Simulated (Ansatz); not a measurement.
This script makes vertical spin-state energies of C2H5FSe2, SMILES C[Se][Se]CF with the Ansatz DFT code, driven from Python.

`spin_c2h5fse2.py`:
```python
'''Gap between spin states of C2H5FSe2 at one geometry.'''

import logging
import sys

import ansatz as az

logging.basicConfig(stream=sys.stdout, format='%(levelname)s %(message)s')
logger = logging.getLogger('run')
logger.setLevel(logging.INFO)

geometry_ang = [
    ('C', (1.8844, 0.1501, 0.1157)),
    ('Se', (0.8535, -1.4261, -0.3714)),
    ('Se', (-0.8534, -0.8691, 1.1986)),
    ('C', (-1.865, 0.1017, -0.1515)),
    ('F', (-2.3044, -0.7753, -1.1249)),
    ('H', (1.2956, 1.0661, -0.0961)),
    ('H', (2.1385, 0.1124, 1.1951)),
    ('H', (2.8204, 0.1729, -0.4791)),
    ('H', (-1.2282, 0.8833, -0.6143)),
    ('H', (-2.7414, 0.5841, 0.3277)),
]
c2h5fse2 = az.Crystal.molecule()
for symbol, xyz in geometry_ang:
    c2h5fse2 = c2h5fse2.atom(symbol, xyz)

model = c2h5fse2.calculation().basis(gaussian='def2-SVP').functional('R2SCAN0')
found = {}
for unpaired in [0, 2]:
    r = model.spin('collinear', total=unpaired).run().report
    s = unpaired / 2
    found[unpaired] = r['free_energy_ev']
    logger.info(f'2S+1 = {unpaired + 1}: E = {found[unpaired]:.5f} eV, <S^2> = {abs(r["mean_field"]["state"]["spin_squared"]):.3f} (pure state {s * (s + 1):.2f})')
lowest = min(found, key=found.get)
for unpaired, e in found.items():
    logger.info(f'multiplicity {unpaired + 1}: {23.060548 * (e - found[lowest]):.1f} kcal/mol above the lowest')
```

Which spin state is lowest at this geometry, and how far above lie the others?

In order: multiplicity 1 (+0.00 eV) and multiplicity 3 (+2.93 eV), all at the one geometry.

The run itself:

Output of `python spin_c2h5fse2.py`:
```text
INFO 2S+1 = 1: E = -135548.03570 eV, <S^2> = 0.000 (pure state 0.00)
INFO 2S+1 = 3: E = -135545.10243 eV, <S^2> = 2.011 (pure state 2.00)
INFO multiplicity 1: 0.0 kcal/mol above the lowest
INFO multiplicity 3: 67.6 kcal/mol above the lowest
```

What to keep in mind:
- Total energies depend on the basis set; only differences at equal settings carry meaning.
- The geometry is a force-field or estimated start, not a minimum of this method, and the basis set is short of its limit. All parts are taken at fixed geometry, without zero-point energy.
- Run time: 100 s on 1 thread of Arm Neoverse V1, on a shared host, peak memory 0.69 GiB.
